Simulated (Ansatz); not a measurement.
# C3H8AlClO: a ladder of functionals and wavefunction methods

Aim: compute C3H8AlClO with functionals from several rungs and with coupled cluster, and see how far each lands from CCSD(T) at the basis-set limit for the atomisation energy.

The runs use Ansatz 0.2.0, Gaussian basis; functionals in def2-TZVPP, the program's frozen cores in correlated methods.

Plan: LDA (SPW92), PBE-D4, revPBE-D4, BLYP-D4, r2SCAN-D4, B97M-V, PBE0-D4, B3LYP-D4, r2SCANh-D4, r2SCAN0-D4, HSE06-D4, BHLYP-D4, CAM-B3LYP-D4, LC-ωPBE, ωB97X-V, ωB97M-V, B2PLYP, PBE-QIDH; CCSD(T)/def2-SVP; CCSD(T)/def2-TZVPP; MP2/def2-QZVPP; extrapolation to the limit; RPA on PBE.

**1. Structure used throughout**

All runs share one geometry, relaxed beforehand with PBE0-D4 in a triple-zeta def2 set.

SMILES `CC(C)[O][AlH][Cl]`, 14 atoms, charge 0, spin multiplicity 1.

Atoms are counted from 1 here; the program's logs count them from 0.

Bond lengths: C1–C2 1.515 Å, C1–H7 1.093 Å, C1–H8 1.092 Å, C1–H9 1.093 Å, C2–C3 1.515 Å, C2–O4 1.413 Å, C2–H10 1.099 Å, C3–H11 1.093 Å, C3–H12 1.093 Å, C3–H13 1.092 Å, O4–Al5 1.673 Å, Al5–Cl6 2.098 Å, Al5–H14 1.564 Å. Angles: C2–C1–H7 110.1°, C2–C1–H8 110.7°, C2–C1–H9 110.8°, H7–C1–H8 108.3°, H7–C1–H9 108.6°, H8–C1–H9 108.3°, C1–C2–C3 112.1°, C1–C2–O4 109.0°, C1–C2–H10 108.7°, C3–C2–O4 109.0°, C3–C2–H10 108.7°, O4–C2–H10 109.3°, C2–C3–H11 110.1°, C2–C3–H12 110.7°, C2–C3–H13 110.7°, H11–C3–H12 108.6°, H11–C3–H13 108.3°, H12–C3–H13 108.3° and more.

**2. LDA**

This LDA is Slater exchange with PW92 correlation.

in.yaml

```yaml
crystal:
  periodic: [false, false, false]
  atoms:
    - {symbol: C, position_ang: [0.108934, -1.649543, -0.091385]}
    - {symbol: C, position_ang: [0.312604, -0.148531, -0.130072]}
    - {symbol: C, position_ang: [0.502464, 0.364898, -1.542913]}
    - {symbol: O, position_ang: [-0.814273, 0.484128, 0.441326]}
    - {symbol: Al, position_ang: [-1.100524, 1.463030, 1.767308]}
    - {symbol: Cl, position_ang: [0.508666, 1.985127, 3.007482]}
    - {symbol: H, position_ang: [-0.785391, -1.921985, -0.657309]}
    - {symbol: H, position_ang: [-0.015843, -1.996430, 0.936615]}
    - {symbol: H, position_ang: [0.966964, -2.167971, -0.525682]}
    - {symbol: H, position_ang: [1.207341, 0.100422, 0.458349]}
    - {symbol: H, position_ang: [-0.381247, 0.141436, -2.145803]}
    - {symbol: H, position_ang: [1.371079, -0.103644, -2.011489]}
    - {symbol: H, position_ang: [0.654537, 1.446322, -1.543996]}
    - {symbol: H, position_ang: [-2.548211, 1.973542, 2.066270]}
basis:
  gaussian: {orbitals: def2-TZVPP}
hamiltonian: {xc: lda}
output: {orbitals: {seedname: orbitals}}
```

Launch:

```sh
> ansatz run in.yaml --threads 2 --pin off --events-out ev --progress --plain --max-ram 32768MiB --backend cpu
```

Further steps of the session: PBE-D4 (GGA); revPBE-D4 (GGA); BLYP-D4 (GGA); r2SCAN-D4 (meta-GGA); B97M-V (meta-GGA); PBE0-D4 (hybrid); B3LYP-D4 (hybrid); r2SCANh-D4 (hybrid); r2SCAN0-D4 (hybrid); HSE06-D4 (hybrid); BHLYP-D4 (hybrid); CAM-B3LYP-D4 (range-separated); LC-ωPBE (range-separated); ωB97X-V (range-separated); ωB97M-V (range-separated); B2PLYP (double hybrid); PBE-QIDH (double hybrid); CCSD(T) in def2-SVP; CCSD(T) in def2-TZVPP; MP2 in def2-QZVPP; RPA on PBE orbitals.

Q: Predict the results of all the runs planned. Wanted: atomisation energy, CCSD(T)/CBS; farthest beyond LDA; mean size of error, GGA; mean size of error, meta-GGA; mean size of error, hybrid; mean size of error, range-separated; mean size of error, double hybrid; gap, smallest and largest; T1 diagnostic.

As calculated:

| quantity | value |
| --- | --- |
| atomisation energy, CCSD(T)/CBS | 5347.9 kJ/mol |
| functionals within 26.7 kJ/mol (0.5 %) | r2SCAN-D4, B97M-V, PBE0-D4, B3LYP-D4, r2SCANh-D4, HSE06-D4, CAM-B3LYP-D4, LC-ωPBE, ωB97X-V, ωB97M-V |
| farthest beyond LDA | BHLYP-D4 (-142.6 kJ/mol) |
| mean size of error, GGA | 56.4 kJ/mol |
| mean size of error, meta-GGA | 16.7 kJ/mol |
| mean size of error, hybrid | 40.1 kJ/mol |
| mean size of error, range-separated | 11.3 kJ/mol |
| mean size of error, double hybrid | 47.0 kJ/mol |
| gap, smallest and largest | 5.32 eV (LDA (SPW92)), 12.49 eV (LC-ωPBE) |
| T1 diagnostic | 0.0109 |
| triples share of the correlation energy | 3.7 % |

What this shows: The LDA atomisation energy is off by 695.5 kJ/mol (13 %): it overbinds. PBE-D4 misses by +61.5 kJ/mol. Double hybrids carry the basis error of their MP2 part in triple zeta, and no dispersion term here, so their miss is partly the set-up's. The rungs range-separated, meta-GGA miss on average by less than the doubt on the reference (26.7 kJ/mol), so they tie. Misses under about 26.7 kJ/mol are within the doubt on the reference itself, which lacks core-valence correlation, relativity and higher excitations. Hartree-Fock recovers 75 % of the binding; the rest is correlation. CCSD(T) in def2-SVP is off by -242.8 kJ/mol, so the small basis spoils what the method gains. The gap grows from 5.3 to 12.5 eV across the functionals, mostly with the share of exact exchange.
